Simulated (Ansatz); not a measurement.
This script for the Ansatz DFT code, driven from Python starts 5 runs on CH₅AlF₂Si, SMILES F[CH](F)[AlH][SiH3]. What input does the engine get in each?

`methods_ch5alf2si.py`:
```python
"""CH5AlF2Si at several levels of theory."""

from pathlib import Path

import ansatz as az
import numpy as np


def main() -> None:
    system = (
        az.Crystal.molecule()
        .atom("F", (-2.6638, 0.6523, 1.1043))
        .atom("C", (-1.3814, 0.9393, 0.832))
        .atom("F", (-0.7326, 1.114, 2.0106))
        .atom("Al", (-0.5259, -0.5892, -0.1603))
        .atom("Si", (1.6758, -0.568, -0.8014))
        .atom("H", (-1.2823, 1.8765, 0.2169))
        .atom("H", (-1.485, -1.8563, -0.5192))
        .atom("H", (1.8188, -0.6411, -2.2537))
        .atom("H", (2.3766, -1.6788, -0.1207))
        .atom("H", (2.2831, 0.7003, -0.3055))
    )

    job = system.calculation().basis(gaussian="cc-pVDZ")

    print("functional    E (Ha)        dipole (D)   HOMO (eV)  LUMO (eV)")
    for name in ["lc_wpbe", "r2scan", "revpbe", "cam_b3lyp", "pbe0"]:
        summary = job.functional(name).forces().orbitals().run(threads=1, pin="off", runs_dir="runs").report
        lines = Path(summary["orbitals_path"]).read_text().splitlines()
        field_of = lambda key: [line.split("=")[1].strip() for line in lines if line.startswith(key)]
        orbitals = [(27.211386 * float(e), s, float(n)) for e, s, n in zip(field_of("Ene="), field_of("Spin="), field_of("Occup="))]
        homo = max(e for e, _, n in orbitals if n > 0.5)
        lumo = min(e for e, _, n in orbitals if n < 0.5)
        dipole = 4.803205 * np.linalg.norm(summary["charge_distribution"]["dipole_moment_e_ang"])
        print(f"{name:10s} {summary['free_energy_ev'] / 27.211386246:14.6f} {dipole:9.3f} {homo:11.3f} {lumo:10.3f}")


if __name__ == "__main__":
    main()
```

Run 1:
```yaml
crystal:
  periodic: [false, false, false]
  atoms:
    - { symbol: F, position_ang: [-2.6638, 0.6523, 1.1043] }
    - { symbol: C, position_ang: [-1.3814, 0.9393, 0.832] }
    - { symbol: F, position_ang: [-0.7326, 1.114, 2.0106] }
    - { symbol: Al, position_ang: [-0.5259, -0.5892, -0.1603] }
    - { symbol: Si, position_ang: [1.6758, -0.568, -0.8014] }
    - { symbol: H, position_ang: [-1.2823, 1.8765, 0.2169] }
    - { symbol: H, position_ang: [-1.485, -1.8563, -0.5192] }
    - { symbol: H, position_ang: [1.8188, -0.6411, -2.2537] }
    - { symbol: H, position_ang: [2.3766, -1.6788, -0.1207] }
    - { symbol: H, position_ang: [2.2831, 0.7003, -0.3055] }
basis:
  gaussian:
    orbitals: cc-pVDZ
hamiltonian:
  xc: lc_wpbe
output:
  orbitals: {}
  forces: true
```

Run 2, against run 1:
```diff
-  xc: lc_wpbe
+  xc: r2scan
```

Run 3, against run 1:
```diff
-  xc: lc_wpbe
+  xc: revpbe
```

Run 4, against run 1:
```diff
-  xc: lc_wpbe
+  xc: cam_b3lyp
```

Run 5, against run 1:
```diff
-  xc: lc_wpbe
+  xc: pbe0
```

```console
$ python methods_ch5alf2si.py
functional    E (Ha)        dipole (D)   HOMO (eV)  LUMO (eV)
lc_wpbe       -772.362570     1.769      -9.860     -0.097
r2scan        -772.509898     1.646      -6.091     -2.701
revpbe        -772.478856     1.436      -5.708     -2.788
cam_b3lyp     -772.608487     1.780      -8.552     -1.173
pbe0          -772.200758     1.727      -7.212     -2.169
```

These settings explore the input space; basis and method may be short of convergence. The geometry is a force-field or estimated start, not a minimum of this method, and the basis set is short of its limit. A lower total doesn't mark the better method: functionals have no common bound, and MP2 and coupled cluster aren't variational. Levels such as HOMO and LUMO are orbital energies: with these approximate functionals they aren't the ionisation energy and electron affinity, and their gap isn't the fundamental gap. For Al to Cl the sets with a tight d function, cc-pV(X+d)Z, are usual. Hardware and time: 28 s on 1 thread of Arm Neoverse V2, with other jobs on the host, peak memory 0.33 GiB.

(Lines on the test bed's own set-up are left out of the output.)
